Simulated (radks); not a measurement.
# Re³³⁺ in [Kr] 4d6: an all-electron calculation

The task here is to estimate one member of a computed series from the others.

Program: radks (a radial shooting solver on a logarithmic mesh, Libxc functionals) version 1. Level of theory: scalar-relativistic Kohn-Sham, SCAN, spin-polarised, spherical densities, finite nucleus; open shells are filled with parallel spins first. These are calculated values, not measurements, unless marked.

### What is computed

```
element            : rhenium (Z = 75)
charge             : +33
electrons          : 42
configuration      : [Kr] 4d6
nuclear rms radius : 5.3698 fm
```

Outer shells as boxes (Hund's rule):

Re³³⁺
```
[Kr] core
4d [↑↓][↑ ][↑ ][↑ ][↑ ]
```

Set-up of the first run:

The run's settings:

```text
Z 75
configuration [Kr] 4d6
relativity scalar-relativistic
functional scan,scan
spin polarised
nucleus finite rms 5.3698 fm
c 137.035999084
```

Started as:

```bash
$ python run_ks.py task.json out
```

The same process makes all the runs of this session.

Among the steps run: Self-consistent calculation.

One table of the session follows, with a row left open; its other results are not shown here.

It belongs to the step «Shells». Sizes of the orbitals, from the radial functions (bohr):

```
  level      <r>  outermost maximum (interpolated)  90 % within  nodes
  1s up  0.01804                            0.0112       0.0329      0
1s down  0.01804                            0.0112       0.0329      0
  2s up  0.07619                            0.0645        0.118      1
2s down  0.07619                            0.0645        0.118      1
  2p up  0.06834                            0.0530        0.111      0
2p down  0.06834                            0.0530        0.111      0
  3s up   0.1959                             0.181        0.287      2
3s down   0.1959                             0.181        0.287      2
  3p up   0.1961                             0.180        0.293      1
3p down   0.1960                             0.180        0.292      1
  3d up   0.1775                             0.146        0.275      0
3d down   0.1775                             0.147        0.274      0
  4s up   0.4075                             0.396        0.577      3
4s down   0.4080                             0.396        0.578      3
  4p up   0.4219                             0.409        0.602      2
4p down   0.4226                             0.409        0.604      2
  4d up   0.4248                             0.406        0.619      1
4d down        ?                                 ?            ?      ?
```

**Question.** Estimate the row for 4d down.

As computed: <r>: 0.4254; outermost maximum (interpolated): 0.406; 90 % within: 0.620; nodes: 1. In the column «<r>» it is the highest.

To keep in mind: Open shells are spherical and high-spin; term and fine-structure splittings are not resolved.
